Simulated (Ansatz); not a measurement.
Predict the output of the script below (the Ansatz DFT code, driven from Python).

`znmo3.py`:
```python
# -*- coding: utf-8 -*-
import logging
import sys

import ansatz as az
from ase.eos import EquationOfState
from ase.units import GPa
import numpy as np

logging.basicConfig(stream=sys.stdout, format="%(levelname)s:%(name)s:%(message)s")
log = logging.getLogger("ansatz_job")
log.setLevel(logging.INFO)

vectors0 = np.array([
    [3.94315, 0.0, 0.0],
    [0.0, 3.94315, 0.0],
    [0.0, 0.0, 3.94315],
])
sites = [
    ("Zn", (0.0, 0.0, 0.0)),
    ("Mo", (0.0, 0.5, 0.5)),
    ("Mo", (0.5, 0.0, 0.5)),
    ("Mo", (0.5, 0.5, 0.0)),
]


def crystal_on(cell):
    crystal = az.Crystal(lattice=az.Lattice.of(cell))
    for symbol, position in sites:
        crystal = crystal.atom(symbol, position)
    return crystal


def main():
    volumes, energies = [], []
    for scale in np.linspace(0.9, 1.1, 9):
        cell = vectors0 * scale ** (1 / 3)
        calc = (
            crystal_on(cell).calculation()
            .functional("pbe")
            .occupations("Fermi-Dirac", width=0.1)
            .basis(420)
            .kpoints(6, 6, 6)
        )
        summary = calc.run().report
        volumes.append(abs(np.linalg.det(cell)) / len(sites))
        energies.append(summary["free_energy_ev"] / len(sites))
        log.info(f"V = {volumes[-1]:8.4f} A^3/atom  F = {energies[-1]:.5f} eV/atom")

    eos = EquationOfState(volumes, energies, eos="sj")
    v0, e0, bulk = eos.fit()
    log.info(f"V0 = {v0:.4f} A^3/atom, E0 = {e0:.5f} eV/atom, B = {bulk / GPa:.1f} GPa")


if __name__ == "__main__":
    main()
```

```console
$ python znmo3.py
INFO:ansatz_job:V =  13.7947 A^3/atom  F = -4546.50529 eV/atom
INFO:ansatz_job:V =  14.1779 A^3/atom  F = -4546.55775 eV/atom
INFO:ansatz_job:V =  14.5611 A^3/atom  F = -4546.59143 eV/atom
INFO:ansatz_job:V =  14.9443 A^3/atom  F = -4546.60872 eV/atom
INFO:ansatz_job:V =  15.3274 A^3/atom  F = -4546.61171 eV/atom
INFO:ansatz_job:V =  15.7106 A^3/atom  F = -4546.60218 eV/atom
INFO:ansatz_job:V =  16.0938 A^3/atom  F = -4546.58175 eV/atom
INFO:ansatz_job:V =  16.4770 A^3/atom  F = -4546.55178 eV/atom
INFO:ansatz_job:V =  16.8602 A^3/atom  F = -4546.51349 eV/atom
INFO:ansatz_job:V0 = 15.2205 A^3/atom, E0 = -4546.61221 eV/atom, B = 215.3 GPa
```

A third-order Birch-Murnaghan fit through the 9 points (the script's own form differs a little) has its minimum at 15.22 Å³ an atom, 0.7 % below the typed cell, with a bulk modulus of 215 GPa and dB/dP = 4.4. From that minimum the energy rises by 106.9 meV an atom on the compressed side and 98.7 meV on the expanded side.

What to keep in mind:
- Total energies depend on the potentials; only differences at equal settings carry meaning.
- For a metal this k-point mesh is coarse: on a finer one energies can move by several to tens of meV an atom and pressures by half a GPa or more, differences at one mesh by less.
- The structure comes from a database of computed cells and needn't be a stable or known phase.
- The whole script took 16 s on 1 thread of Arm Neoverse V1 (shared host), peak memory 0.4 GiB.
